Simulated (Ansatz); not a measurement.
**Ta6Se: a single point and what it writes**

Aim: for Ta6Se, a structure type of another compound, with these elements put in, find gap or metal, charges, bonding, and the stress on the cell. The atoms and the cell stay fixed.

Program: Ansatz 0.2.0. Level of theory: DFT, r2SCAN, no spin polarisation, plane waves, PAW. These are calculated values, not measurements.

**1. The cell**

Cell: a = 5.286 Å, b = 7.575 Å, c = 7.563 Å, α = 113.82°, β = 109.17°, γ = 98.41°. First neighbours, in Å of the first eight atoms: Ta1: 2 Se at 2.46 to 2.50, 11 Ta at 2.80 to 3.18; Ta2: 2 Se at 2.46 to 2.50, 11 Ta at 2.80 to 3.18; Se3: 7 Ta at 2.43 to 2.58; Se4: 7 Ta at 2.43 to 2.58; Ta5: 1 Se at 2.53, 11 Ta at 2.85 to 3.27; Ta6: 1 Se at 2.53, 11 Ta at 2.85 to 3.27; Ta7: 2 Se at 2.43 to 2.52; Ta8: 2 Se at 2.43 to 2.52.

Its coordinates follow in the input file.

It is a restart: the density comes from an earlier run on this cell.

**2. The calculation**

Input file input.yaml:

```yaml
crystal:
  lattice:
    - [5.285812, 0.0, 0.0]
    - [-1.108387, 4.065952, -6.294169]
    - [-2.483565, 3.377576, 6.294169]
  atoms:
    - { symbol: Ta, position: [0.9972, 0.7033, 0.6281] }
    - { symbol: Ta, position: [0.0028, 0.2967, 0.3719] }
    - { symbol: Se, position: [0.926, 0.418, 0.704] }
    - { symbol: Se, position: [0.074, 0.582, 0.296] }
    - { symbol: Ta, position: [0.1491, 0.1487, 0.7205] }
    - { symbol: Ta, position: [0.8509, 0.8513, 0.2795] }
    - { symbol: Ta, position: [0.2287, 0.6921, 0.0648] }
    - { symbol: Ta, position: [0.7713, 0.3079, 0.9352] }
    - { symbol: Ta, position: [0.5, 0.0, 0.0] }
    - { symbol: Ta, position: [0.4427, 0.4108, 0.2238] }
    - { symbol: Ta, position: [0.5573, 0.5892, 0.7762] }
    - { symbol: Ta, position: [0.0, 0.0, 0.0] }
    - { symbol: Ta, position: [0.4727, 0.138, 0.4254] }
    - { symbol: Ta, position: [0.5273, 0.862, 0.5746] }
kpoints:
  mp_grid: { grid: [4, 3, 3], shift: [0.0, 0.0, 0.0] }
magnetization:
  spin_polarized: false
scf:
  occupations: { method: fermi_dirac, width: 0.034 }
  lower_state_search: "off"
  max_iter: 200
hamiltonian:
  pseudopotentials: { kind: paw }
  xc: r2scan
basis:
  ecutwfc: 500
  fft_grid_basis: typed
output:
  forces: true
  stress: true
  eigenvalues: true
  populations: true
  elf: true
  write_potential: true
  volumetric_format: npy
  dos:
    e_range: [-12, 8]
    de: 0.05
    projected: { site_lists: { Se: [Se], Ta: [Ta] } }
checkpoint:
  read: saved_state
```

What does the calculation give? Wanted: largest force; pressure; character.

**Answer**, as computed:

| quantity | value |
| --- | --- |
| largest force | 1.603 eV/Å on Ta |
| pressure | 6.3 GPa |
| formation energy (elements from separate runs) | -0.09 eV/atom |
| character | metal |
| density of states, mean within 0.25 eV of the Fermi level | 7.6 per eV per cell |

What this shows: Bands cross the Fermi level: a metal; within 0.25 eV of the Fermi level the density of states averages 7.6 per eV per cell, mostly Ta d (88 %). Ta feels the largest force, 1.60 eV/Å, so the positions are not relaxed. Set against separate runs on the elements (Ta bcc, Se trigonal (grey) selenium), it forms at -0.09 eV per atom, so it holds against falling apart into elements. The pressure of 6.3 GPa says the cell is too small, and unequal principal stresses would change its shape.

Limits of this run: the k mesh is coarse for a cell without a gap.
